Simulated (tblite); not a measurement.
# C5H13B2N: the cost of one run

The runs use tblite 0.8.0 and PySCF 2.14.0, with density-fitted response routines of our own; the level of theory stands in each step. All values are computed, except where a source is named. Atoms are numbered from 0 throughout.

### Step 1. The starting structure

21 atoms, charge 0, multiplicity 1; geometry from: force field or distance geometry start.

Bonds of the start (Å): B0–N1 1.55, N1–B2 1.53, N1–C3 1.47, C3–C4 1.54, C4–C5 1.54, C5–C6 1.52, C6–C7 1.53, C7–C4 1.52, B0–H8 1.18, B0–H9 1.18, B2–H10 1.18, B2–H11 1.18, C3–H12 1.10, C3–H13 1.12, C4–H14 1.12, C5–H15 1.10, C5–H16 1.11, C6–H17 1.12, C6–H18 1.11, C7–H19 1.11, C7–H20 1.11.

### Step 2. Relaxing the molecule with GFN2-xTB

Job settings and geometry (Å):

```
{"job": {"kind": "relax", "xc": "GFN2-xTB", "basis": "xTB"}, "charge": 0, "multiplicity": 1}
B      2.746000    -0.797400     1.025200
N      1.565400     0.170300     0.773200
B      2.185500     1.507500     0.368700
C      0.679300    -0.364100    -0.273100
C     -0.660200     0.392300    -0.286500
C     -1.724200    -0.263800    -1.178800
C     -2.590400    -0.496700     0.046000
C     -1.530200     0.157000     0.937800
H      3.462400    -1.111400     0.141700
H      2.888600    -1.269400     2.101100
H      2.803600     1.606500    -0.633400
H      1.936500     2.476800     0.999600
H      1.151600    -0.318100    -1.262100
H      0.462900    -1.448100    -0.067100
H     -0.546400     1.484600    -0.524500
H     -2.183100     0.456000    -1.876900
H     -1.391900    -1.210500    -1.650100
H     -2.727200    -1.586100     0.274300
H     -3.540400     0.082400     0.023900
H     -1.889500     1.102600     1.395800
H     -1.107200    -0.553500     1.675100
```

Run with:

```console
$ OMP_NUM_THREADS=1 python probes_run.py task.json out
```

One launch serves the whole session: the jobs run in the order shown.

**Question.** How long does this first job take on 1 thread of Arm Neoverse V1, shared host, and how much memory does it need?

About 1.1 s, with a peak of 0.18 GiB.
